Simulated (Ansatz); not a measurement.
**Ba3AlN3: a trial structure relaxed**

Where does this trial cell of Ba3AlN3 go when cell and atoms are let free?

Program: Ansatz 0.2.0. Level of theory: DFT PBE, scalar-relativistic, plane waves, PAW. These are calculated values, not measurements.

2 further runs of the same task are left out: 1 that didn't finish, 1 set aside as unsound or not needed.

## 1. The system as given

Symmetry: Pm-3m, No. 221, cubic system. The conventional cell has a = 5.483 Å, b = 5.483 Å, c = 5.483 Å, α = 90.00°, β = 90.00°, γ = 90.00°. Ba (site symmetry 4/mmm) has 2 Al at 2.74 Å and 4 N at 2.74 Å as nearest neighbours. Around Al (site symmetry m-3m) lie 6 Ba at 2.74 Å. N (site symmetry 4/mmm) has 4 Ba at 2.74 Å as nearest neighbours.

As a file:

```cif
data_structure
_symmetry_space_group_name_H-M 'Pm-3m'
_symmetry_Int_Tables_number 221
_cell_length_a 5.4833
_cell_length_b 5.4833
_cell_length_c 5.4833
_cell_angle_alpha 90.000
_cell_angle_beta 90.000
_cell_angle_gamma 90.000
_cell_volume 164.86
loop_
_atom_site_label
_atom_site_type_symbol
_atom_site_symmetry_multiplicity
_atom_site_Wyckoff_symbol
_atom_site_fract_x
_atom_site_fract_y
_atom_site_fract_z
_atom_site_occupancy
Ba1 Ba 3 d 0.50000 0.00000 0.00000 1
Al1 Al 1 a 0.00000 0.00000 0.00000 1
N1 N 3 c 0.50000 0.00000 0.50000 1
```

Recipe of the guess: species swapped into a database cell of Ca3AsCl3 (Pm-3m, No. 221), with Ba on the Ca sites, Al on the As sites and N on the Cl sites. Its size is a rough estimate.

## 2. A first look at the guess

input.yaml

```yaml
crystal:
  lattice:
    - [5.48329892, 0.0, 0.0]
    - [0.0, 5.48329892, 0.0]
    - [0.0, 0.0, 5.48329892]
  atoms:
    - { symbol: Ba, position: [0.5, 0.0, 0.0] }
    - { symbol: Ba, position: [0.0, 0.5, 0.0] }
    - { symbol: Ba, position: [0.0, 0.0, 0.5] }
    - { symbol: Al, position: [0.0, 0.0, 0.0] }
    - { symbol: "N", position: [0.5, 0.0, 0.5] }
    - { symbol: "N", position: [0.5, 0.5, 0.0] }
    - { symbol: "N", position: [0.0, 0.5, 0.5] }
basis:
  ecutwfc: 420
kpoints:
  mp_grid: { grid: [4, 4, 4] }
hamiltonian:
  xc: pbe
scf:
  occupations: { method: gaussian, width: 0.1 }
  lower_state_search: "off"
output:
  forces: true
  stress: true
  eigenvalues: true
```

Started as:

```sh
$ ansatz run input.yaml --threads 1 --pin off --max-ram 2048MiB --backend cpu --events-out ev --progress --plain --runs-dir out
```

The session goes on with these runs: spin check on a coarse mesh; a loose first relaxation; relaxation on the finer mesh.

Before running it: what results should come out? Wanted: conventional cell; volume; energy over the elements; gap on the mesh; total moment.

**Answer**, as computed:

| quantity | value |
| --- | --- |
| symmetry at the end (tolerance 0.05 Å) | space group Pm-3m (No. 221) |
| conventional cell | a = 6.115 Å, b = 6.115 Å, c = 6.115 Å, α = 90.00°, β = 90.00°, γ = 90.00° |
| volume | 32.66 Å³/atom |
| energy over the elements (uncorrected; H, N, O, F and Cl as molecules) | +1.20 eV/atom |
| gap on the mesh | none (metal) |
| total moment | 5.00 μB/cell |

What this shows: The space group Pm-3m (No. 221) is kept, and the volume per atom grows by 38.7 % from the first guess. With a positive formation energy it can't be a ground state. No finished test with a distortion of lower symmetry is shown, so the end may be a saddle point. Other magnetic orders were not searched.
